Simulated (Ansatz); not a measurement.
Run this with Ansatz 0.2.0 through its Python package and show what comes out.

Script `deck_ch3brmgs.py`:
```python
# -*- coding: utf-8 -*-
"""Run CH3BrMgS from an input written out key by key."""

import ansatz
import numpy as np

DECK = """
crystal:
  periodic: [false, false, false]
  atoms:
    - { symbol: C, position_ang: [-0.2582, 1.1561, -0.0052] }
    - { symbol: S, position_ang: [0.7577, 0.4956, 1.2684] }
    - { symbol: Mg, position_ang: [0.5787, -1.7259, 0.2776] }
    - { symbol: Br, position_ang: [0.5277, -4.036, -0.7334] }
    - { symbol: H, position_ang: [-1.2929, 0.6903, -0.0099] }
    - { symbol: H, position_ang: [-0.4401, 2.303, 0.1637] }
    - { symbol: H, position_ang: [0.1884, 1.049, -1.0069] }
basis:
  gaussian: { orbitals: def2-SVP }
correlation:
  method: mp2
output:
  forces: true
"""


def main():
    session = ansatz.Session.from_yaml(DECK)
    r = session.plan(threads=1).execute().report

    for key in ("converged", "free_energy_ev", "reference_energy_ev", "n_frozen", "n_occupied", "n_virtual"):
        print(f"{key:22s} {r[key]}")
    symbols = ["C", "S", "Mg", "Br", "H", "H", "H"]
    print("correlation energy", round(r["free_energy_ev"] - r["reference_energy_ev"], 5), "eV")
    cluster = r["correlation"].get("coupled_cluster")
    if cluster:
        print("cycles", cluster["cycles"], " T1 diagnostic", round(cluster["t1_diagnostic"], 4), " largest double", round(cluster["largest_double"], 4))
    state = r["mean_field"]["state"]
    print(f"mean field: {state['energy']['hartree']:.7f} Ha, <S^2> = {abs(state['spin_squared']):.4f}, stability: {state.get('stability', {}).get('kind')}")

    print("forces (eV/A)")
    for symbol, f in zip(symbols, r["forces_ev_ang"]):
        print(f"  {symbol:2s} {f[0]:9.4f} {f[1]:9.4f} {f[2]:9.4f}")
    charges = r["charge_distribution"]
    dipole = np.array(charges["dipole_moment_e_ang"]) * 4.803205
    print("dipole (D): {:.3f} {:.3f} {:.3f}, length {:.3f}".format(*dipole, np.linalg.norm(dipole)))
    print("atom  Mulliken   Lowdin")
    for symbol, m, l in zip(symbols, charges["mulliken_charges_e"], charges["lowdin_charges_e"]):
        print(f"{symbol:4s} {m:9.3f} {l:8.3f}")


if __name__ == "__main__":
    main()
```

`python deck_ch3brmgs.py` gives:
```text
converged              True
free_energy_ev         -87328.76111751611
reference_energy_ev    -87314.09706993517
n_frozen               16
n_occupied             [20, 20]
n_virtual              [61, 61]
correlation energy -14.66405 eV
mean field: -3208.7338837 Ha, <S^2> = 0.0000, stability: minimum
forces (eV/A)
  C    -2.3048    2.1931   -0.9187
  S     0.9716   -1.8541    0.7860
  Mg    0.2653   -0.3555    0.1164
  Br   -0.0052    1.2739    0.5360
  H     0.8728    0.5718   -0.1873
  H     0.3774   -1.9953   -0.3038
  H    -0.1772    0.1660   -0.0286
dipole (D): -0.922 1.469 -0.464, length 1.795
atom  Mulliken   Lowdin
C       -0.181   -0.106
S       -0.307    0.321
Mg       0.616   -0.455
Br      -0.367    0.203
H        0.075    0.015
H        0.089    0.018
H        0.075    0.003
```

Total energies depend on the basis set; only differences at equal settings carry meaning. The geometry is a force-field or estimated start, not a minimum of this method, and the basis set is short of its limit. The Löwdin charges here are taken after orthogonalising the functions within each atom; they differ from plain Löwdin charges, and their signs can be unphysical. Wall time of the script: 4.5 s on 1 thread of Arm Neoverse V1 (shared host), peak memory 0.24 GiB.
